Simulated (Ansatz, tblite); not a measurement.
**The cluster Ge₆+: one state, many levels**

The task here is to estimate one member of a computed series from the others.

Method: as each input shows; program: Ansatz 0.2.0, Gaussian basis.

Plan: GFN1-xTB, GFN2-xTB, PBE-D4/def2-SVP, r2SCAN-D4/def2-SVP, PBE-QIDH/def2-SVP, revPBE-D4/def2-SVP, MP2/def2-SVP, RPA/def2-SVP.

10 further runs of the same task are left out: 4 that didn't finish, 6 set aside as unsound or not needed.

### The relaxed structure

The doublet was relaxed beforehand with PBE-D4/def2-SVP. At that level it is the lowest of the isomers that a small search found.

6 atoms, charge 1, spin multiplicity 2.

Bond lengths: Ge1–Ge2 2.516 Å, Ge1–Ge5 2.516 Å, Ge1–Ge6 2.648 Å, Ge2–Ge3 2.549 Å, Ge2–Ge4 2.516 Å, Ge3–Ge5 2.551 Å, Ge4–Ge5 2.516 Å, Ge4–Ge6 2.648 Å. Angles: Ge2–Ge1–Ge5 76.1°, Ge2–Ge1–Ge6 65.4°, Ge5–Ge1–Ge6 65.5°, Ge1–Ge2–Ge3 77.4°, Ge1–Ge2–Ge4 99.3°, Ge3–Ge2–Ge4 77.5°, Ge2–Ge3–Ge5 74.9°, Ge2–Ge4–Ge5 76.1°, Ge2–Ge4–Ge6 65.4°, Ge5–Ge4–Ge6 65.5°, Ge1–Ge5–Ge3 77.3°, Ge1–Ge5–Ge4 99.3°, Ge3–Ge5–Ge4 77.4° and more.

The ion is computed in the gas phase, without counter-ions or solvent.

PBE0-D4/def2-SVP was run before; its log isn't repeated, and its numbers join the tables.

Set-up of the first run:

Tight binding, by tblite at 300 K electronic temperature and without a spin-polarisation term:

```python
tblite.interface.Calculator('GFN1-xTB', numbers, positions, charge=1, uhf=1).singlepoint()
```

Tight binding, by tblite at 300 K electronic temperature and without a spin-polarisation term:

```python
tblite.interface.Calculator('GFN2-xTB', numbers, positions, charge=1, uhf=1).singlepoint()
```

start.molden holds the orbitals of an earlier run on this state, given as this run's starting guess.

Contents of in.yaml:

```yaml
crystal:
  periodic: [false, false, false]
  atoms:
    - {symbol: Ge, position_ang: [0.176183, 0.441765, -1.878111]}
    - {symbol: Ge, position_ang: [0.803168, 1.279327, 0.409879]}
    - {symbol: Ge, position_ang: [-1.744139, 1.320616, 0.480632]}
    - {symbol: Ge, position_ang: [0.262267, -0.774771, 1.757480]}
    - {symbol: Ge, position_ang: [-1.140742, -1.026105, -0.316116]}
    - {symbol: Ge, position_ang: [1.643252, -1.240842, -0.453763]}
basis:
  gaussian: {orbitals: def2-SVP, initial_orbitals: start.molden}
total_charge: 1
magnetization: {spin_polarized: true, initial_magnetization: 1}
hamiltonian: {xc: pbe, dispersion: d4}
scf: {omitted_lower_state_checks: [starts]}
output: {orbitals: {seedname: orbitals}}
```

The run is started by

```bash
ansatz run in.yaml --threads 4 --pin off --events-out ev --progress --plain --max-ram 4787MiB
```

Among the steps run: PBE-D4/def2-SVP; r2SCAN-D4/def2-SVP; PBE-QIDH/def2-SVP; revPBE-D4/def2-SVP; MP2/def2-SVP; RPA/def2-SVP.

One of the session's tables, all rows but one given; the rest of the session is left out.

| level | HOMO (eV) | LUMO (eV) | gap (eV) |
| --- | --- | --- | --- |
| PBE-D4/def2-SVP | ? | ? | ? |
| revPBE-D4/def2-SVP | -9.84 | -9.11 | 0.72 |
| r2SCAN-D4/def2-SVP | -10.29 | -9.14 | 1.15 |
| PBE0-D4/def2-SVP | -10.81 | -8.58 | 2.23 |

Estimate the missing values for PBE-D4/def2-SVP.

As computed: HOMO (eV): -9.88; LUMO (eV): -9.20; gap (eV): 0.67. In the column «HOMO (eV)» it lies between r2SCAN-D4/def2-SVP (-10.29) and revPBE-D4/def2-SVP (-9.84).
